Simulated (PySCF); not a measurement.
# H3LaO3 (La(OH)3): the cost of one run

The runs use PySCF 2.14.0; several levels, as the steps say, no spin–orbit coupling.

1 further run of the same task is left out (for a known fault of the program).

### 1 Starting geometry

7 atoms, charge 0, spin multiplicity 1.

Bond lengths: La1–O2 2.165 Å, La1–O4 2.165 Å, La1–O6 2.165 Å, O2–H3 0.958 Å, O4–H5 0.958 Å, O6–H7 0.958 Å. Angles: O2–La1–O4 115.9°, O2–La1–O6 115.9°, O4–La1–O6 115.9°, La1–O2–H3 171.8°, La1–O4–H5 171.8°, La1–O6–H7 171.8°.

Geometry (Å):

```xyz
7
charge 0, multiplicity 1
La    0.0000    0.0000   -0.3761
O     2.1190    0.0000    0.0672
H     3.0188    0.0000    0.3951
O    -1.0595    1.8351    0.0672
H    -1.5094    2.6144    0.3951
O    -1.0595   -1.8351    0.0672
H    -1.5094   -2.6144    0.3951
```

Formal oxidation states: La +3. The 4f shell is empty and lies in the core potential. An earlier session relaxed this geometry at PBE0, La lcecp-1-SVP with ECP46, O def2-SVP, H def2-SVP (singlet, point group C3v).

At PBE0 on the finer grid: E = -258.814411 Eh, HOMO -7.42 eV, LUMO -1.22 eV, Mulliken charge on La1 +1.18 e, largest force component 0.014 eV/Å. The large-core potential holds the 4f shell empty.

Levels to run: wB97X; HF; PBE0, TZVP. Hardware: 2 threads of Intel Xeon Platinum 8259CL at 2.50GHz (Skylake/Cascade Lake), shared host.

### 2 wB97X

Input file run.py (the lines that set the calculation):

```python
mol = gto.M(atom='''
La     0.00000     0.00000    -0.37611
O      2.11902    -0.00001     0.06723
H      3.01882    -0.00001     0.39514
O     -1.05950     1.83513     0.06723
H     -1.50940     2.61438     0.39514
O     -1.05952    -1.83512     0.06723
H     -1.50942    -2.61437     0.39514''',
    basis={'La': 'lcecp-1-SVP', 'O': 'def2-SVP', 'H': 'def2-SVP'},
    ecp={'La': 'lcecp-1-SVP'},
    charge=0, spin=0)
mf = dft.RKS(mol, xc='WB97X')
mf.grids.atom_grid = (75, 302)  # f atoms: unpruned, at least (60, 302)
mf = mf.density_fit()  # fitting sets: La AutoAux, O def2-universal-JKFIT, H def2-universal-JKFIT
mf.conv_tol = 1e-08; mf.max_cycle = 55
mf.kernel(dm0)  # dm0: the density of the relaxed state
```

Command:

```
$ OMP_NUM_THREADS=2 python run.py
```

**Question.** How long does this run take on 2 threads of Intel Xeon Platinum 8259CL at 2.50GHz (Skylake/Cascade Lake), shared host?

About 7.8 s.
